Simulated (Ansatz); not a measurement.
Predict the output of the script below (Ansatz 0.2.0, Python API).

The script reads `scga.cif`:
```cif
data_ScGa
_cell_length_a 5.484490
_cell_length_b 5.484490
_cell_length_c 3.895000
_cell_angle_alpha 90.00000
_cell_angle_beta 90.00000
_cell_angle_gamma 136.97916
_symmetry_space_group_name_H-M 'P 1'
_symmetry_Int_Tables_number 1
loop_
_symmetry_equiv_pos_as_xyz
'x, y, z'
loop_
_atom_site_label
_atom_site_type_symbol
_atom_site_fract_x
_atom_site_fract_y
_atom_site_fract_z
Sc1 Sc    0.862000    0.138000    0.250000
Sc2 Sc    0.138000    0.862000    0.750000
Ga3 Ga    0.583000    0.417000    0.250000
Ga4 Ga    0.417000    0.583000    0.750000
```

The script, `scga_edit.py`:
```python
# -*- coding: utf-8 -*-
"""Keys set on an Input object, for ScGa."""

import ansatz as az
from ase.io import read

atoms = read("scga.cif")
structure = az.Crystal.from_ase(atoms)

setup = (
    structure.calculation()
    .basis(510)
    .functional("PBEsol")
    .kpoints(mesh=(6, 6, 6))
    .occupations("Fermi-Dirac", width=0.1)
    .band_table()
)
typed = setup.input()
rows = []
for value in [0.1, 0.3, 0.6]:
    edited = typed.set(az.key.scf.mixing.beta, value)
    data = az.Session.from_dict(edited).plan().execute().report
    rows.append((value, data["free_energy_ev"], data["n_iterations"], len(data["eigenvalues_ev"][0]) if "eigenvalues_ev" in data else 0))
lines = [",".join(["beta", "F eV", "iterations", "bands listed"])] + [",".join(f"{v:.4f}" if isinstance(v, float) else str(v) for v in row) for row in rows]
print("\n".join(lines))
with open("edit.csv", "w") as handle:
    handle.write("\n".join(lines) + "\n")
print(edited.to_yaml())
```

```console
$ python scga_edit.py
beta,F eV,iterations,bands listed
0.1000,-11711.7367,7,29
0.3000,-11711.7367,7,29
0.6000,-11711.7367,7,29
crystal:
  lattice:
    - [5.48449, 0.0, 0.0]
    - [-4.009741309863901, 3.7418718829044546, 0.0]
    - [0.0, 0.0, 3.895]
  atoms:
    - { symbol: Sc, position: [0.8619999999999999, 0.13799999999999998, 0.25] }
    - { symbol: Sc, position: [0.138, 0.862, 0.75] }
    - { symbol: Ga, position: [0.583, 0.417, 0.25] }
    - { symbol: Ga, position: [0.417, 0.583, 0.75] }
basis:
  ecutwfc: 510.0
kpoints:
  mp_grid:
    grid: [6, 6, 6]
hamiltonian:
  xc: pbesol
scf:
  occupations:
    method: fermi_dirac
    width: 0.1
  mixing:
    beta: 0.6
output:
  eigenvalues: true
```

Absolute energies stand on the zero of these potentials, so only differences at equal settings mean something. A total without «per atom» is that of the whole cell that was run. Spin is left out of this run. The mesh is modest for a metal, so energies can be off by several to tens of meV an atom and pressures by half a GPa or more; differences at equal mesh fare better. The structure is a deposited one; some such entries were measured under pressure or heat, so a shift against it needn't be the functional's error alone. Finished in 21 s on 1 thread of Arm Neoverse V2 (shared host), peak memory 0.55 GiB.
